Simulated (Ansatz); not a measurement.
# Co3Si4Ni: the cost of one run

Program: Ansatz 0.2.0. Level of theory: DFT PBE, scalar-relativistic, plane waves, PAW. These are calculated values, not measurements.

1 further run of the same task is left out (it didn't finish). Runs told in other sessions of the task aren't counted.

### 1 The starting structure

The structure is orthorhombic, space group Pmm2 (No. 25). Conventional cell: a = 2.826 Å, b = 6.740 Å, c = 4.770 Å, α = 90.00°, β = 90.00°, γ = 90.00°. Co (site symmetry mm2) is surrounded by 6 Si at 2.34 to 2.40 Å. Co (site symmetry m) is surrounded by 6 Si at 2.35 to 2.42 Å and 2 Ni at 2.69 Å. Si (site symmetry mm2) has 4 Co at 2.35 Å and 2 Ni at 2.37 to 2.40 Å and 4 Si at 2.68 Å in its first shell of neighbours. Around Si (site symmetry mm2) lie 6 Co at 2.36 to 2.40 Å and 4 Si at 2.66 Å. Si (site symmetry m) is surrounded by 4 Co at 2.34 to 2.42 Å and 2 Ni at 2.38 Å and 4 Si at 2.66 to 2.68 Å. Around Ni (site symmetry mm2) lie 6 Si at 2.37 to 2.40 Å and 4 Co at 2.69 Å.

As a file:

```
CELL_PARAMETERS angstrom
2.82646 0.00000 0.00000
0.00000 6.73977 0.00000
0.00000 0.00000 4.76985
ATOMIC_POSITIONS crystal
Co 0.50000 0.00000 0.33524
Co 0.00000 0.25137 0.66481
Co 0.00000 0.74863 0.66481
Si 0.50000 0.50000 0.84131
Si 0.50000 0.00000 0.83910
Si 0.00000 0.24686 0.15838
Si 0.00000 0.75314 0.15838
Ni 0.50000 0.50000 0.33798
```

It is the end of an earlier relaxation with the same method, from a generated guess; it needn't be the stable form of this composition. At a tolerance of 0.05 Å it has space group Pmm2 (No. 25); it has 11.36 Å³/atom, an uncorrected energy of -0.44 eV/atom over the elements.

### 2 Electronic structure at the relaxed geometry

Input file input.yaml:

```yaml
crystal:
  lattice:
    - [2.8264646486, 0.0, 0.0]
    - [0.0, 6.7397705173, 0.0]
    - [0.0, 0.0, 4.7698538024]
  atoms:
    - { symbol: Co, position: [0.5, 0.0, 0.335240115], spin: 0.52 }
    - { symbol: Co, position: [0.0, 0.2513748217, 0.6648104032], spin: 0.46 }
    - { symbol: Co, position: [0.0, 0.7486251783, 0.6648104032], spin: 0.46 }
    - { symbol: Si, position: [0.5, 0.5, 0.8413098205] }
    - { symbol: Si, position: [0.5, 0.0, 0.8390954886] }
    - { symbol: Si, position: [0.0, 0.2468554676, 0.1583762052] }
    - { symbol: Si, position: [0.0, 0.7531445324, 0.1583762052] }
    - { symbol: Ni, position: [0.5, 0.5, 0.3379813592] }
basis:
  ecutwfc: 420
kpoints:
  mp_grid: { grid: [14, 6, 8] }
  band_path:
    path:
      - [[0.0, 0.0, 0.0], [0.5, 0.0, 0.0], [0.5, 0.5, 0.0], [0.0, 0.5, 0.0], [0.0, 0.0, 0.0], [0.0, 0.0, 0.5], [0.5, 0.0, 0.5], [0.5, 0.5, 0.5], [0.0, 0.5, 0.5], [0.0, 0.0, 0.5]]
      - [[0.5, 0.0, 0.0], [0.5, 0.0, 0.5]]
      - [[0.0, 0.5, 0.0], [0.0, 0.5, 0.5]]
      - [[0.5, 0.5, 0.0], [0.5, 0.5, 0.5]]
    npoints: 14
hamiltonian:
  xc: pbe
scf:
  occupations: { method: gaussian, width: 0.1 }
  n_extra_bands: 20
output:
  forces: true
  stress: true
  eigenvalues: true
  populations: true
  dos: { projected: true, de: 0.02, nscf_kmesh: { grid: [17, 8, 10] } }
  bader: true
magnetization:
  spin_polarized: true
checkpoint:
  read: start.run
  write: ck
  compress: false
  write_wavefunctions: false
  write_every: 100000
```

Started as:

```console
ansatz run input.yaml --threads 4 --pin off --max-ram 8192MiB --backend cpu --events-out ev --progress --plain --runs-dir out
```

Q: Estimate wall time and peak memory on 4 threads of AMD EPYC (Zen 3), shared host.

About 4.4 min, with a peak of 1.6 GiB.
